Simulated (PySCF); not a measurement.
# C8H18GeN2 (GeH2(pyrrolidide)2): the cost of one run

The runs use PySCF 2.14.0, with density-fitted response routines of our own; the level of theory stands in each step. All values are computed, except where a source is named. Atoms count from 0, in the outputs and in this text.

## 1. Starting geometry

29 atoms, charge 0, multiplicity 1; geometry from: GFN2-xTB. The atoms were then displaced at random by about 0.03 Å, so the start is not that level's minimum.

Bonds of the start (Å): Ge0–H1 1.49, Ge0–H2 1.41, Ge0–N3 1.88, Ge0–N16 1.75, N3–C4 1.51, N3–C7 1.45, C4–C5 1.56, C4–H8 1.18, C4–H9 1.08, C5–C6 1.56, C5–H10 1.09, C5–H11 1.05, C6–C7 1.52, C6–H12 1.19, C6–H13 1.03, C7–H14 1.15, C7–H15 1.03, N16–C17 1.49, N16–C20 1.47, C17–C18 1.58, C17–H21 1.05, C17–H22 1.01, C18–C19 1.50, C18–H23 1.09, C18–H24 1.12, C19–C20 1.53, C19–H25 1.11, C19–H26 1.07, C20–H27 1.14, C20–H28 1.05.

## 2. Geometry optimisation at PBE0-D3(BJ)/def2-SVP

Job settings and geometry (Å):

```
{"job": {"xc": "PBE0", "basis": "def2-SVP", "d3": "d3bj", "grid": 1, "maxiter": 40, "shake": 0.03, "kind": "geom"}, "charge": 0, "multiplicity": 1}
Ge     1.226140    -0.079220     0.795190
H      1.096650    -0.002260     2.272680
H      2.468730    -0.039710     0.140310
N      0.555740     1.595810     0.265460
C     -0.720200     2.179910     0.835300
C     -0.626060     3.684580     0.427460
C      0.245850     3.622480    -0.860410
C      0.586940     2.156010    -1.071650
H     -0.703570     2.084990     2.008570
H     -1.651340     1.753560     0.505380
H     -0.127580     4.243560     1.224780
H     -1.583030     4.107320     0.297460
H     -0.414690     4.060910    -1.741670
H      1.085860     4.209190    -0.722770
H     -0.215960     1.653600    -1.730860
H      1.533120     2.008580    -1.450510
N      0.404740    -1.539390     0.292670
C     -0.815500    -2.123260     0.910680
C     -0.710240    -3.655050     0.537760
C      0.101350    -3.645700    -0.717790
C      0.458330    -2.189120    -1.030120
H     -1.681910    -1.768540     0.435020
H     -0.772990    -1.924710     1.904910
H     -1.707330    -4.043930     0.337170
H     -0.184500    -4.224190     1.349840
H      1.059410    -4.184790    -0.545030
H     -0.347920    -4.171950    -1.529090
H      1.532090    -2.019650    -1.373560
H     -0.211670    -1.791230    -1.736630
```

Run with:

```bash
$ OMP_NUM_THREADS=2 python probes_run.py task.json out
```

The driver reads the jobs from task.json and runs them one after another.

Q: Estimate the wall time and peak memory of this first job on 2 threads of Intel Xeon 6975P-C, shared host.

About 3.9 min, with a peak of 1.8 GiB.
